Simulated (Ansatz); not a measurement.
From input file to script: CH₇FOSi₂, SMILES O[SiH2][SiH2]CF in Ansatz 0.2.0.

```yaml
crystal:
  periodic: [false, false, false]
  atoms:
    - { symbol: O, position_ang: [-2.2345, -0.6982, 1.5377] }
    - { symbol: Si, position_ang: [-1.4794, -0.1446, 0.1647] }
    - { symbol: Si, position_ang: [0.7818, -0.2252, 0.4442] }
    - { symbol: C, position_ang: [1.6744, 0.2596, -1.138] }
    - { symbol: F, position_ang: [1.2206, 1.5054, -1.4898] }
    - { symbol: H, position_ang: [-2.6375, 0.0614, 2.0975] }
    - { symbol: H, position_ang: [-1.847, -1.0096, -0.9646] }
    - { symbol: H, position_ang: [-1.8891, 1.2614, -0.1112] }
    - { symbol: H, position_ang: [1.2412, -1.5877, 0.8851] }
    - { symbol: H, position_ang: [1.2325, 0.6812, 1.5919] }
    - { symbol: H, position_ang: [1.3031, -0.4126, -1.9354] }
    - { symbol: H, position_ang: [2.7109, 0.2536, -1.0482] }
basis:
  gaussian:
    orbitals: def2-SVP
hamiltonian:
  xc: pbe0
```

The script, `deck_ch7fosi2.py`:
```python
# -*- coding: utf-8 -*-
"""Run CH7FOSi2 from an input written out key by key."""

import ansatz

deck = {
    "crystal": {
        "periodic": [False, False, False],
        "atoms": [
            {"symbol": "O", "position_ang": [-2.2345, -0.6982, 1.5377]},
            {"symbol": "Si", "position_ang": [-1.4794, -0.1446, 0.1647]},
            {"symbol": "Si", "position_ang": [0.7818, -0.2252, 0.4442]},
            {"symbol": "C", "position_ang": [1.6744, 0.2596, -1.138]},
            {"symbol": "F", "position_ang": [1.2206, 1.5054, -1.4898]},
            {"symbol": "H", "position_ang": [-2.6375, 0.0614, 2.0975]},
            {"symbol": "H", "position_ang": [-1.847, -1.0096, -0.9646]},
            {"symbol": "H", "position_ang": [-1.8891, 1.2614, -0.1112]},
            {"symbol": "H", "position_ang": [1.2412, -1.5877, 0.8851]},
            {"symbol": "H", "position_ang": [1.2325, 0.6812, 1.5919]},
            {"symbol": "H", "position_ang": [1.3031, -0.4126, -1.9354]},
            {"symbol": "H", "position_ang": [2.7109, 0.2536, -1.0482]},
        ],
    },
    "basis": {"gaussian": {"orbitals": "def2-SVP"}},
    "hamiltonian": {"xc": "pbe0"},
}
session = ansatz.Session.from_dict(deck)
data = session.plan(threads=1).execute().report

print("reference energy %16.6f eV" % data["reference_energy_ev"])
print("total energy     %16.6f eV" % data["free_energy_ev"])
print("occupied orbitals outside the frozen core (up, down):", data["n_occupied"], " frozen:", data["n_frozen"], " virtual:", data["n_virtual"])
symbols = ["O", "Si", "Si", "C", "F", "H", "H", "H", "H", "H", "H", "H"]
state = data["mean_field"]["state"]
print(f"mean field: {state['energy']['hartree']:.7f} Ha, <S^2> = {abs(state['spin_squared']):.4f}, stability: {state.get('stability', {}).get('kind')}")
```

```console
$ python deck_ch7fosi2.py
reference energy    -21648.046509 eV
total energy        -21648.046509 eV
occupied orbitals outside the frozen core (up, down): [29, 29]  frozen: 0  virtual: [84, 84]
mean field: -795.5510356 Ha, <S^2> = 0.0000, stability: minimum
```

Total energies depend on the basis set; only differences at equal settings carry meaning. The geometry is a force-field or estimated start, not a minimum of this method, and the basis set is short of its limit. Run time: 3.6 s on 1 thread of Arm Neoverse V1, on a shared host, peak memory 0.26 GiB.

(Lines on the test bed's own set-up are left out of the output.)
